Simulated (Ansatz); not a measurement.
# C₃H₈OSi: one species, many methods

An exercise on one series of results from a longer session: the logs are not shown, and one member is left open.

The runs use Ansatz 0.2.0, Gaussian basis; functionals in def2-TZVPP, the program's frozen cores in correlated methods.

Plan: LDA (SPW92), PBE-D4, revPBE-D4, BLYP-D4, r2SCAN-D4, B97M-V, PBE0-D4, B3LYP-D4, r2SCANh-D4, r2SCAN0-D4, HSE06-D4, BHLYP-D4, CAM-B3LYP-D4, LC-ωPBE, ωB97X-V, ωB97M-V, B2PLYP, PBE-QIDH; CCSD(T)/def2-SVP; CCSD(T)/def2-TZVPP; MP2/def2-QZVPP; extrapolation to the limit; RPA on PBE.

## The relaxed structure

The geometry comes from an earlier relaxation with PBE0-D4 in a triple-zeta def2 set; it is a stationary point, not always the lowest conformer.

SMILES `OCC1C[SiH2]1`, 13 atoms, charge 0, spin multiplicity 1.

Atoms are counted from 1 here; the program's logs count them from 0.

Bond lengths: O1–C2 1.415 Å, O1–H6 0.961 Å, C2–C3 1.501 Å, C2–H7 1.092 Å, C2–H8 1.101 Å, C3–C4 1.548 Å, C3–Si5 1.852 Å, C3–H9 1.088 Å, C4–Si5 1.848 Å, C4–H10 1.085 Å, C4–H11 1.088 Å, Si5–H12 1.477 Å, Si5–H13 1.478 Å. Angles: C2–O1–H6 107.6°, O1–C2–C3 112.8°, O1–C2–H7 105.8°, O1–C2–H8 110.4°, C3–C2–H7 110.5°, C3–C2–H8 109.9°, H7–C2–H8 107.2°, C2–C3–C4 117.2°, C2–C3–Si5 122.8°, C2–C3–H9 113.3°, C4–C3–Si5 65.1°, C4–C3–H9 113.8°, Si5–C3–H9 116.1°, C3–C4–Si5 65.4°, C3–C4–H10 117.2°, C3–C4–H11 115.7°, Si5–C4–H10 120.6°, Si5–C4–H11 117.2° and more.

Coordinates:

```xyz
13
C3H8OSi
O    -2.2678   -0.6843    0.0497
C    -1.2871    0.1484   -0.5399
C     0.1024   -0.4012   -0.4020
C     0.7672   -0.3030    0.9920
Si    1.6050    0.6785   -0.3303
H    -1.9785   -0.8841    0.9446
H    -1.5620    0.2309   -1.5936
H    -1.3336    1.1610   -0.1103
H     0.2316   -1.3693   -0.8821
H     1.2265   -1.2026    1.3874
H     0.2090    0.2509    1.7437
H     2.8725    0.1937   -0.9138
H     1.4353    2.1466   -0.3307
```

The first run:

in.yaml

```yaml
crystal:
  periodic: [false, false, false]
  atoms:
    - {symbol: O, position_ang: [-2.267767, -0.684329, 0.049660]}
    - {symbol: C, position_ang: [-1.287126, 0.148380, -0.539927]}
    - {symbol: C, position_ang: [0.102412, -0.401197, -0.402034]}
    - {symbol: C, position_ang: [0.767205, -0.303007, 0.992046]}
    - {symbol: Si, position_ang: [1.605010, 0.678533, -0.330253]}
    - {symbol: H, position_ang: [-1.978522, -0.884098, 0.944596]}
    - {symbol: H, position_ang: [-1.562033, 0.230885, -1.593552]}
    - {symbol: H, position_ang: [-1.333582, 1.160958, -0.110320]}
    - {symbol: H, position_ang: [0.231570, -1.369270, -0.882057]}
    - {symbol: H, position_ang: [1.226506, -1.202596, 1.387378]}
    - {symbol: H, position_ang: [0.209048, 0.250872, 1.743714]}
    - {symbol: H, position_ang: [2.872482, 0.193674, -0.913792]}
    - {symbol: H, position_ang: [1.435297, 2.146599, -0.330659]}
basis:
  gaussian: {orbitals: def2-TZVPP}
hamiltonian: {xc: lda}
output: {orbitals: {seedname: orbitals}}
```

Started as:

```bash
$ ansatz run in.yaml --threads 4 --pin off --events-out ev --progress --plain --max-ram 10444MiB
```

Steps of the session up to this table: LDA; PBE-D4 (GGA); revPBE-D4 (GGA); BLYP-D4 (GGA); r2SCAN-D4 (meta-GGA); B97M-V (meta-GGA); B3LYP-D4 (hybrid); r2SCANh-D4 (hybrid); r2SCAN0-D4 (hybrid); HSE06-D4 (hybrid); BHLYP-D4 (hybrid); CAM-B3LYP-D4 (range-separated); LC-ωPBE (range-separated); ωB97X-V (range-separated); ωB97M-V (range-separated); B2PLYP (double hybrid); PBE-QIDH (double hybrid).

One table of the session follows, with a row left open; its other results are not shown here.

It belongs to the step «Orbital energies across the functionals». 

```
  functional  HOMO (eV)  gap (eV)
 LDA (SPW92)      -5.98      5.07
      PBE-D4      -5.82      5.11
   revPBE-D4      -5.76      5.12
     BLYP-D4      -5.69      5.07
   r2SCAN-D4      -6.06      5.65
      B97M-V      -6.14      5.56
     PBE0-D4      -7.02      7.11
    B3LYP-D4      -6.82      6.67
  r2SCANh-D4      -6.51      6.38
  r2SCAN0-D4      -7.17      7.44
    HSE06-D4      -6.63      6.34
    BHLYP-D4      -8.07      8.93
CAM-B3LYP-D4      -8.35      9.35
     LC-ωPBE      -9.67     11.80
     ωB97X-V      -9.32     11.33
     ωB97M-V          ?         ?
```

Estimate the missing values for ωB97M-V.

**Answer.** HOMO (eV): -9.20; gap (eV): 10.90. In the column «HOMO (eV)» it lies between ωB97X-V (-9.32) and CAM-B3LYP-D4 (-8.35).
